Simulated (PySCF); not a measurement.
# InS2: doublet, from a end-on start

The task is one start of a wider search on InS2: the doublet, from a end-on start. It is relaxed, tested by its Hessian and followed downhill if it is a saddle.

Computed with PySCF 2.14.0. Level: PBE0, basis In def2-SVP with ECP28, S def2-SVP, scalar-relativistic core potentials, no spin–orbit coupling, density fitting.

## (1) The starting structure

3 atoms, charge 0, spin multiplicity 2.

Bond lengths: In1–S2 2.523 Å, S2–S3 2.047 Å. Angles: In1–S2–S3 119.9°.

Z-matrix (Å, degrees; charge 0 multiplicity 2):
```
In
S  1 2.5235
S  2 2.0470 1 119.89
```

## (2) First SCF at the start

The steps below are one call of a driver around PySCF. For each, scf.py gives the equivalent set-up of the SCF; relaxations use the driver's own optimiser. After this first run the driver tries any further starts and a stability analysis.

Contents of scf.py:

```python
from pyscf import gto, scf, dft
mol = gto.M(atom='''
In     0.000000     0.000000     0.000000
S      0.000000     0.000000     2.523500
S      1.774800     0.000000     3.543500''',
    basis={'In': 'def2-SVP', 'S': 'def2-SVP'},
    ecp={'In': 'def2-SVP'},
    charge=0, spin=1)
mf = dft.UKS(mol, xc='PBE0')
mf.grids.atom_grid = (50, 194)
aux = {'In': 'def2-universal-JKFIT', 'S': 'def2-universal-JKFIT'}
mf = mf.density_fit(auxbasis=aux)
mf.conv_tol = 1e-08
mf.diis_space = 10
mf.max_cycle = 60
mf.init_guess = 'minao'
mf.verbose = 4
mf.kernel()
```

On the command line:

```
> OMP_NUM_THREADS=2 python axn.py task.json out
```

After this run come: End-on start, doublet: relaxation; Vibrations and properties at this point.

Q: Predict the outcome of this session. Wanted: minimum; geometry; wavenumbers; dipole moment; highest occupied, lowest empty level; polar-tensor charge of In1; zero-point energy; atomisation energy; ⟨S²⟩.

**Answer**, as computed:

| quantity | value |
| --- | --- |
| minimum | doublet, C2v |
| geometry | In–S 2.717 Å (×2), S–S 2.015 Å; In–S–S 68.2° (×2), S–In–S 43.5° |
| wavenumbers (cm⁻¹) | 182 (b2), 226 (a1), 601 (a1) |
| dipole moment | 2.69 D |
| highest occupied, lowest empty level (either spin) | -6.29, -3.37 eV |
| polar-tensor charge of In1 | +0.64 e |
| zero-point energy | 6.0 kJ/mol |
| entropy at 298.15 K | 306.1 J/(mol K) |
| atomisation energy (no zero-point energy) | 666 kJ/mol |
| ⟨S²⟩ | 0.756 |

In words: From Cs at the start the molecule goes to a C2v minimum. The strongest infrared band lies at 226 cm⁻¹ (a1). The first SCF alone would have been 14 kJ/mol too high. Other starts or spin states, not run here, may lie lower. Spin–orbit coupling, left out here, can matter for elements this heavy.
